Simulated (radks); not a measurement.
# Dipole-allowed lines with 55 electrons: Cs, Ba⁺

Aim: excitation energies and oscillator strengths as poles of the dipole polarisability below minus the highest eigenvalue. Time-dependent linear response with the Hartree and adiabatic LDA kernel follows each ground state; no spin-orbit coupling. Its values go to the run's result record, not to the log.

Method: scalar-relativistic Kohn-Sham, LDA (Slater exchange, Perdew-Wang correlation), spin-polarised, spherical densities, finite nucleus; open shells are filled with parallel spins first. Code: radks (a radial shooting solver on a logarithmic mesh, Libxc functionals) version 1.

## (1) What is computed

| Quantity | Value |
| --- | --- |
| species | Cs ([Xe] 6s1), Ba⁺ ([Xe] 6s1) |

## (2) Cs, [Xe] 6s1

The run's settings:

```text
Z 55
configuration [Xe] 6s1 5d0 6p0 7s0
relativity scalar-relativistic
functional lda,pw
spin polarised
nucleus finite rms 4.8041 fm
c 137.035999084
response adiabatic LDA kernel, real frequencies
```

Launch:

```sh
$ python run_ks.py task.json out
```

The same process makes all the runs of this session.

## (3) Ba⁺, [Xe] 6s1

The run's settings:

```text
Z 56
configuration [Xe] 6s1 5d0 6p0 7s0
relativity scalar-relativistic
functional lda,pw
spin polarised
nucleus finite rms 4.8378 fm
c 137.035999084
response adiabatic LDA kernel, real frequencies
```

Before running it: what results should come out? Wanted: for each run, species; −ε(HOMO); lowest orbital gap; first line; f; strongest line; its f; static α.

**Answer**, as computed:

| species | −ε(HOMO) (eV) | lowest orbital gap (eV) | first line (eV) | f | strongest line (eV) | its f | static α (bohr³) | measured (eV) |
| --- | --- | --- | --- | --- | --- | --- | --- | --- |
| Cs | 2.387 | 6s-6p 1.504 | 1.509 | 1.03 | 1.509 | 1.03 | 355.1 | 6s-6p 1.432 |
| Ba⁺ | 8.063 | 6s-6p 2.745 | 2.803 | 1.06 | 2.803 | 1.06 | 110.6 | 6s-6p 2.652 |

**Reading.** In Cs the response moves the first line 0.005 eV above the bare orbital gap, and the lines found carry 94 % of the static polarisability. Against the values (averaged over fine structure) of the NIST Handbook of Basic Atomic Spectroscopic Data the first line is off by +0.08 eV in Cs, +0.15 eV in Ba⁺. Very weak lines can be missed, and lines above minus the highest eigenvalue dissolve into this model's continuum.
